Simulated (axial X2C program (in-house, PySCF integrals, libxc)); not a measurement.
# HgF⁺: from the state search to constants

Aim: find the lowest determinant of HgF⁺, scan the bond at several levels and fit the constants, once spin-free and once with spin–orbit coupling.

Method: all-electron X2C, Hg dyall-v3z, F dyall-v3z; program: an in-house X2C program for linear molecules on PySCF integrals.

All values are calculated.

## Step 1: Set-up

File task.json:

```json
{"zs": [80, 9], "q": 1, "bas": ["dyall-v3z", "dyall-v3z"], "levels": ["PBE0", "HF", "PBEsol", "B97-3"], "cc": false, "r0": 1.97, "npts": 10, "nst": 2, "ntry": 6}
```

Keys: zs atomic numbers; q charge; bas basis sets; levels methods (HF also brings MP2); cc coupled cluster on or off; r0 starting distance in Å; npts points asked for on the curve; nst determinants followed; ntry starts of the search.

Launch:

```
> python so2c.py task.json out
```

Spin-free means the one-electron spin-free X2C Hamiltonian; two-component (2c) means X2C with spin–orbit coupling and atomic mean-field two-electron Coulomb and Gaunt terms. Basis: Hg dyall-v3z contracted to [13s14p9d6f2g], F dyall-v3z contracted to [6s5p2d1f]; Gaussian nuclei, density fitting. Masses: Hg 201.971 u, F 18.998 u.

Notation: σ, π±, δ± give the projection m of an orbital's angular momentum (0, ±1, ±2), α and β its spin, Λ and M_S the sums; ω is the projection of a spinor's total angular momentum and Ω the sum. Logs are in hartree.

After this run come: PBE0, spin-free; HF, spin-free; PBEsol, spin-free; B97-3, spin-free; PBE0, 2c; HF, 2c; PBEsol, 2c; B97-3, 2c.

**Question.** What will these runs give? Wanted: for each run, Hamiltonian; Re; ωe; De; μ.

The runs gave:

Lowest determinant that the search found at its distance, spin-free: M_S = 0, Λ = 0 (closed shell).

Lowest determinant that the search found at its distance, 2c: Ω = 0 (closed shell).

```tsv
Hamiltonian	level	Re (Å)	ωe (cm⁻¹)	De (eV)	μ (D)
spin-free	PBE0	1.911	609	1.64	-3.72
spin-free	HF	1.908	660	-0.316	-5.27
spin-free	MP2	1.908	620	1.69	n/a
spin-free	PBEsol	1.910	593	2.48	-3.10
spin-free	B97-3	1.924	593	1.65	-3.83
2c	PBE0	1.908	612	1.66	-3.69
2c	HF	1.906	662	-0.314	-5.24
2c	MP2	1.906	622	1.70	n/a
2c	PBEsol	1.907	597	2.51	-3.07
2c	B97-3	1.921	596	1.67	-3.80
```

Dipoles are positive if F is the positive end and refer to the centre of mass.

At MP2, going from spin-free to two-component changes Re by -3 mÅ, ωe by +0.2 %; the spin-free picture holds up (part of it comes from the scalar share of the two-electron terms). It costs about 1.6 times the time. De moves by +0.01 eV; both De rest on single-determinant atoms, which can miss part of an open shell's spin–orbit lowering. De is negative at HF: there the minimum lies above the ground-state fragments.

De refers to Hg+ + F, each in the lowest determinant found, which need not be this curve's own limit. Each curve is one determinant whose occupation by symmetry is held fixed; it was picked as the lowest of a PBE0 search that is not exhaustive. The closed shell is kept restricted; where the fragments are open shells, the energy then runs too high at long range. De is counted from the lowest determinant-based energies of the atoms at the same level, without counterpoise correction.
